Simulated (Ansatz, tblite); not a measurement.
# The cluster Cd13Te12Cl2: one state, many levels

One table from this session's results is given with a row withheld; the runs are named, their logs left out.

Method: as each input shows; program: Ansatz 0.2.0, Gaussian basis.

Plan: GFN1-xTB, GFN2-xTB, PBE-D4/def2-TZVP, r2SCAN-D4/def2-TZVP, BHLYP-D4/def2-TZVP, PBE-D4/def2-SVP, PBE0-D4/def2-SVP, MP2/def2-SVP, RPA/def2-SVP.

1 further run of the same task is left out (set aside as unsound or not needed). Runs told in other sessions of the task aren't counted.

### The geometry

The geometry is that of the singlet, from an earlier relaxation (PBE-D4/def2-SVP).

27 atoms, charge 0, spin multiplicity 1.

Bond lengths: Te1–Cd13 2.669 Å, Te1–Cd15 2.687 Å, Te2–Cd14 2.764 Å, Te2–Cd15 2.881 Å, Te2–Cd16 2.783 Å, Te3–Cd13 2.669 Å, Te3–Cd18 2.686 Å, Te4–Cd17 2.764 Å, Te4–Cd18 2.879 Å, Te4–Cd19 2.783 Å, Te5–Cd14 2.755 Å, Te5–Cd17 2.755 Å, Te5–Cd22 2.948 Å, Te6–Cd15 3.018 Å, Te6–Cd16 2.882 Å, Te6–Cd22 2.864 Å, Te6–Cd24 3.019 Å, Te7–Cd18 3.021 Å and more. Angles: Cd13–Te1–Cd15 92.0°, Cd14–Te2–Cd15 80.8°, Cd14–Te2–Cd16 77.3°, Cd15–Te2–Cd16 73.4°, Cd13–Te3–Cd18 92.1°, Cd17–Te4–Cd18 81.0°, Cd17–Te4–Cd19 77.3°, Cd18–Te4–Cd19 73.4°, Cd14–Te5–Cd17 108.9°, Cd14–Te5–Cd22 88.4°, Cd17–Te5–Cd22 88.5°, Cd15–Te6–Cd16 70.0°, Cd15–Te6–Cd22 92.8°, Cd15–Te6–Cd24 140.0°, Cd16–Te6–Cd22 98.3°, Cd16–Te6–Cd24 70.0°, Cd22–Te6–Cd24 92.7°, Cd18–Te7–Cd19 70.0° and more.

Cd, Te take a core potential in the def2 sets. No spin-orbit coupling is included.

PBE0-D4/def2-TZVP was run before; its log isn't repeated, and its numbers join the tables.

Set-up of the first run:

Tight binding, by tblite at 300 K electronic temperature and without a spin-polarisation term:

```python
tblite.interface.Calculator('GFN1-xTB', numbers, positions, charge=0, uhf=0).singlepoint()
```

Tight binding, by tblite at 300 K electronic temperature and without a spin-polarisation term:

```python
tblite.interface.Calculator('GFN2-xTB', numbers, positions, charge=0, uhf=0).singlepoint()
```

start.molden holds the orbitals of an earlier run on this state, given as this run's starting guess.

The input, in.yaml:

```yaml
crystal:
  periodic: [false, false, false]
  atoms:
    - {symbol: Te, position_ang: [-5.127507, -1.373803, 3.206731]}
    - {symbol: Te, position_ang: [-5.212926, 1.440620, -1.067075]}
    - {symbol: Te, position_ang: [-1.371791, -5.101836, 3.233890]}
    - {symbol: Te, position_ang: [1.426750, -5.217483, -1.058128]}
    - {symbol: Te, position_ang: [-1.929354, -1.926367, -0.710874]}
    - {symbol: Te, position_ang: [-1.601133, 1.819266, 1.870599]}
    - {symbol: Te, position_ang: [1.819541, -1.597897, 1.868397]}
    - {symbol: Te, position_ang: [1.820759, 1.815492, -1.153031]}
    - {symbol: Te, position_ang: [-1.577239, 5.066929, -1.486737]}
    - {symbol: Te, position_ang: [1.706994, 5.437894, 2.426869]}
    - {symbol: Te, position_ang: [5.061609, -1.592288, -1.493135]}
    - {symbol: Te, position_ang: [5.458991, 1.706563, 2.397172]}
    - {symbol: Cd, position_ang: [-3.047943, -3.036049, 3.012246]}
    - {symbol: Cd, position_ang: [-3.059340, 0.112431, -2.180005]}
    - {symbol: Cd, position_ang: [-4.122258, 0.253868, 1.320439]}
    - {symbol: Cd, position_ang: [-3.054889, 3.024858, -0.306508]}
    - {symbol: Cd, position_ang: [0.105226, -3.064045, -2.178999]}
    - {symbol: Cd, position_ang: [0.247013, -4.119670, 1.328087]}
    - {symbol: Cd, position_ang: [3.018648, -3.061828, -0.305403]}
    - {symbol: Cd, position_ang: [-0.380724, 2.787844, -2.493837]}
    - {symbol: Cd, position_ang: [2.784445, -0.388812, -2.496148]}
    - {symbol: Cd, position_ang: [0.019058, 0.021387, 0.338318]}
    - {symbol: Cd, position_ang: [3.358710, 3.347859, 2.254378]}
    - {symbol: Cd, position_ang: [-0.117287, 4.245173, 0.856076]}
    - {symbol: Cd, position_ang: [4.247598, -0.125461, 0.849582]}
    - {symbol: Cl, position_ang: [-1.645338, 1.178087, -4.016085]}
    - {symbol: Cl, position_ang: [1.172379, -1.652723, -4.016838]}
basis:
  gaussian: {orbitals: def2-TZVP, fitting: {mean_field: def2-universal-jkfit}, initial_orbitals: start.molden}
hamiltonian: {xc: pbe, dispersion: d4}
scf: {omitted_lower_state_checks: [starts]}
output: {forces: true, orbitals: {seedname: orbitals}}
```

On the command line:

```
> ansatz run in.yaml --threads 11 --pin off --events-out ev --progress --plain --max-ram 174080MiB --backend cuda --devices 0, --max-vram 75GiB
```

Among the steps run: PBE-D4/def2-TZVP; r2SCAN-D4/def2-TZVP; BHLYP-D4/def2-TZVP; PBE-D4/def2-SVP; PBE0-D4/def2-SVP; MP2/def2-SVP; RPA/def2-SVP.

One of the session's tables, all rows but one given; the rest of the session is left out.

It belongs to the step «Binding energy». 

| level | binding an atom (eV) |
| --- | --- |
| HF/def2-SVP | 1.095 |
| PBE-D4/def2-SVP | ? |
| PBE-D4/def2-TZVP | 1.915 |
| r2SCAN-D4/def2-TZVP | 1.917 |
| PBE0-D4/def2-SVP | 1.950 |
| PBE0-D4/def2-TZVP | 1.938 |
| BHLYP-D4/def2-TZVP | 1.827 |
| RPA/def2-SVP | 1.517 |
| MP2/def2-SVP | 1.860 |

**Question.** Estimate the row for PBE-D4/def2-SVP.

As computed: binding an atom (eV): 1.939. In the column «binding an atom (eV)» it lies between PBE0-D4/def2-TZVP (1.938) and PBE0-D4/def2-SVP (1.950).

To keep in mind: Free atoms were run apart at each level; binding is atoms less cluster, divided by the number of atoms, without zero-point or spin-orbit terms.
